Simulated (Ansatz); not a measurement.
# C2H8B2Si: the cost of one run

Computed with Ansatz 0.2.0, Gaussian basis. Level: the settings change from run to run.

### 1 The molecule

The structure was relaxed beforehand with PBE0-D4 in a triple-zeta def2 set.

13 atoms, charge 0, spin multiplicity 1.

Atoms are counted from 1 here; the program's logs count them from 0.

Bond lengths: B1–B2 1.512 Å, B1–Si4 2.084 Å, B1–H6 1.376 Å, B1–H7 1.181 Å, B2–C3 1.518 Å, B2–Si4 2.054 Å, B2–H6 1.354 Å, C3–Si4 1.948 Å, C3–H8 1.087 Å, C3–H9 1.087 Å, Si4–C5 1.868 Å, Si4–H10 1.482 Å, C5–H11 1.092 Å, C5–H12 1.092 Å, C5–H13 1.092 Å. Angles: B2–B1–Si4 67.5°, B2–B1–H6 55.7°, B2–B1–H7 156.0°, Si4–B1–H6 87.3°, Si4–B1–H7 136.5°, H6–B1–H7 115.3°, B1–B2–C3 133.5°, B1–B2–Si4 69.6°, B1–B2–H6 57.1°, C3–B2–Si4 64.0°, C3–B2–H6 117.2°, Si4–B2–H6 89.2°, B2–C3–Si4 71.5°, B2–C3–H8 116.8°, B2–C3–H9 121.1°, Si4–C3–H8 114.1°, Si4–C3–H9 114.8°, H8–C3–H9 112.4° and more.

### 2 BHLYP/def2-TZVPD

Options: D3(BJ) with three-body dispersion, the search for lower states set to full.

Input file in.yaml:

```yaml
crystal:
  periodic: [false, false, false]
  atoms:
    - {symbol: B, position_ang: [0.843109, 1.606682, 0.655768]}
    - {symbol: B, position_ang: [-0.392250, 1.038565, 1.317726]}
    - {symbol: C, position_ang: [-1.109577, -0.296290, 1.222092]}
    - {symbol: Si, position_ang: [0.524854, -0.394553, 0.167387]}
    - {symbol: C, position_ang: [0.195071, -0.855975, -1.612835]}
    - {symbol: H, position_ang: [-0.444526, 1.848177, 0.233532]}
    - {symbol: H, position_ang: [1.629793, 2.441583, 0.376618]}
    - {symbol: H, position_ang: [-1.102715, -0.921298, 2.111567]}
    - {symbol: H, position_ang: [-2.027942, -0.401241, 0.649812]}
    - {symbol: H, position_ang: [1.525127, -1.263221, 0.832283]}
    - {symbol: H, position_ang: [-0.099451, -1.904552, -1.697763]}
    - {symbol: H, position_ang: [1.086406, -0.696759, -2.223172]}
    - {symbol: H, position_ang: [-0.607499, -0.235820, -2.018414]}
basis:
  gaussian: {orbitals: def2-TZVPD}
hamiltonian: {xc: {name: BHLYP}, dispersion: d3bjatm}
scf: {lower_state_search: full}
```

Run with:

```bash
$ ansatz run in.yaml --threads 4 --pin off --events-out ev --progress --plain --max-ram 10444MiB
```

Q: Estimate wall time and peak memory on 4 threads of Arm Neoverse V1, shared host.

About 4.4 s, with a peak of 0.55 GiB.
